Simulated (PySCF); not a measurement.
# F2O3Os (Os(O)3(F)2): the cost of one run

Method: several levels, as the steps say, no spin–orbit coupling; program: PySCF 2.14.0.

2 further runs of the same task are left out: 2 for a known fault of the program.

### Step 1. Where the work starts

6 atoms, charge 0, spin multiplicity 1.

Bond lengths: Os1–O2 1.704 Å, Os1–O3 1.704 Å, Os1–O4 1.704 Å, Os1–F5 1.886 Å, Os1–F6 1.886 Å. Angles: O2–Os1–O3 119.9°, O2–Os1–O4 120.1°, O2–Os1–F5 90.0°, O2–Os1–F6 90.0°, O3–Os1–O4 120.1°, O3–Os1–F5 90.0°, O3–Os1–F6 90.0°, O4–Os1–F5 90.0°, O4–Os1–F6 90.0°, F5–Os1–F6 179.9°.

Coordinates:

```xyz
6

Os   -0.0056    0.0000    0.0000
O    -0.8590    0.0000    1.4744
O    -0.8590    0.0000   -1.4744
O     1.6981    0.0000    0.0000
F    -0.0047    1.8861    0.0000
F    -0.0047   -1.8861    0.0000
```

Formal oxidation states: Os +8. An earlier session relaxed this geometry at B3LYP, Os def2-SVP with ECP60, O def2-SVP, F def2-SVP (singlet, point group D3h).

At B3LYP on the finer grid: E = -515.711056 Eh, HOMO -11.08 eV, LUMO -6.16 eV, Mulliken charge on Os1 +1.42 e, largest force component 0.015 eV/Å. 

Levels to run: revPBE; TPSSh; BLYP; CAM-B3LYP; B3LYP, TZVP; B3LYP, x2c-SVP. Hardware: 2 threads of Intel Xeon Platinum 8259CL at 2.50GHz (Skylake/Cascade Lake), shared host.

### Step 2. revPBE

The input, run.py (the lines that set the calculation):

```python
mol = gto.M(atom='''
Os    -0.00558     0.00000     0.00000
O     -0.85905     0.00000     1.47439
O     -0.85905     0.00000    -1.47439
O      1.69811     0.00000     0.00000
F     -0.00473     1.88609     0.00000
F     -0.00473    -1.88609     0.00000''',
    basis={'Os': 'def2-SVP', 'O': 'def2-SVP', 'F': 'def2-SVP'},
    ecp={'Os': 'def2-SVP'},
    charge=0, spin=0)
mf = dft.RKS(mol, xc='PBE_R,PBE')
mf.grids.atom_grid = (75, 302)
mf = mf.density_fit()  # fitting sets: Os def2-universal-JKFIT, O def2-universal-JKFIT, F def2-universal-JKFIT
mf.conv_tol = 1e-08; mf.max_cycle = 55
mf.kernel(dm0)  # dm0: the density of the relaxed state
```

Started as:

```sh
OMP_NUM_THREADS=2 python run.py
```

**Question.** How long does this run take on 2 threads of Intel Xeon Platinum 8259CL at 2.50GHz (Skylake/Cascade Lake), shared host?

About 10 s.
